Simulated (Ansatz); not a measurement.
WS:

```
W S
1.0
     3.00789    0.00000    0.00000
     0.00000    3.00789    0.00000
     0.00000    0.00000    3.00789
W S
1 1
Direct
  0.50000 0.50000 0.50000
  0.00000 0.00000 0.00000
```

The cell was built by a generator and needn't be a form met in nature.

Base run:

| Item | Value |
| --- | --- |
| Program | Ansatz 0.2.0 |
| Functional | LDA |
| Potentials or basis | Ansatz PAW |
| Cutoff | 420 eV (not typed: the program's choice for these potentials) |
| k mesh | 9 × 9 × 9 |
| Occupations | fermi-dirac, width 0.05 eV |
| Spin | no spin polarisation |
| Hubbard terms | W d U = 8 eV |

Its results: band gap on the k mesh none (metal or under the smearing width); pressure 29.6 GPa.

Task: The run is repeated on the same cell with these changes: hubbard terms from W d U = 8 eV to W d U = 3 eV. What comes out?

Result: Band gap on the k mesh none (metal or under the smearing width); pressure -10.9 GPa.

Caveats: spin-orbit coupling is left out, which moves the levels of the heavy elements; U without spin polarisation on a metal has little footing; the PAW data sets come from PBE, with cores solved anew for the run's functional, which leaves a small shift of forces and pressure; a pressure of tens of GPa on the cell as given is suspect, and the run, the potentials or the cell itself is likely at fault (some runs).
